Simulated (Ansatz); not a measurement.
# TlPb2: the cost of one run

Program: Ansatz 0.2.0. Level of theory: DFT PBE, scalar-relativistic, plane waves, PAW, unless a step names another level. These are calculated values, not measurements.

1 further run of the same task is left out (set aside as unsound or not needed).

## (1) The system as given

Symmetry: P6/mmm, No. 191, hexagonal system. Conventional cell: a = 5.712 Å, b = 5.712 Å, c = 3.405 Å, α = 90.00°, β = 90.00°, γ = 120.00°. Tl (site symmetry 6/mmm) has 2 Tl at 3.41 Å and 12 Pb at 3.71 Å as nearest neighbours. Around Pb (site symmetry -6m2) lie 5 Pb at 3.30 to 3.41 Å and 6 Tl at 3.71 Å.

Structure file:

```
Tl Pb
1.0
     5.71208    0.00000    0.00000
    -2.85604    4.94681    0.00000
     0.00000    0.00000    3.40519
Tl Pb
1 2
Direct
  0.00000 0.00000 0.00000
  0.33333 0.66667 0.50000
  0.66667 0.33333 0.50000
```

It is the end of an earlier relaxation with the same method, from a database cell with other species swapped in; it needn't be the stable form of this composition. At a tolerance of 0.05 Å it has space group P6/mmm (No. 191); it has 32.07 Å³/atom, an uncorrected energy of +0.03 eV/atom over the elements.

## (2) Electronic structure at the relaxed geometry

input.yaml

```yaml
crystal:
  lattice:
    - [5.7120845657, 0.0, 0.0]
    - [-2.8560422829, 4.9468103425, 0.0]
    - [0.0, 0.0, 3.4051855511]
  atoms:
    - { symbol: Tl, position: [0.0, 0.0, 0.0] }
    - { symbol: Pb, position: [0.3333333333, 0.6666666667, 0.5] }
    - { symbol: Pb, position: [0.6666666667, 0.3333333333, 0.5] }
basis:
  ecutwfc: 420
kpoints:
  mp_grid: { grid: [12, 12, 14] }
  band_path:
    path:
      - [[0.0, 0.0, 0.0], [0.5, 0.0, 0.0], [0.33333333, 0.33333333, 0.0], [0.0, 0.0, 0.0], [0.0, 0.0, 0.5], [0.5, 0.0, 0.5], [0.33333333, 0.33333333, 0.5], [0.0, 0.0, 0.5]]
      - [[0.5, 0.0, 0.5], [0.5, 0.0, 0.0]]
      - [[0.33333333, 0.33333333, 0.5], [0.33333333, 0.33333333, 0.0]]
    npoints: 14
hamiltonian:
  xc: pbe
scf:
  occupations: { method: gaussian, width: 0.1 }
  n_extra_bands: 7
output:
  forces: true
  stress: true
  eigenvalues: true
  populations: true
  dos: { projected: true, de: 0.02, nscf_kmesh: { grid: [15, 15, 17] } }
  bader: true
  write_density: true
  write_potential: true
  elf: true
  volumetric_format: npy
```

On the command line:

```console
ansatz run input.yaml --threads 1 --pin off --max-ram 2560MiB --backend cpu --events-out ev --progress --plain --runs-dir out
```

**Question.** How long does this run take on 1 thread of Arm Neoverse V2, shared host, and how much memory does it need?

About 54 s, with a peak of 0.67 GiB.
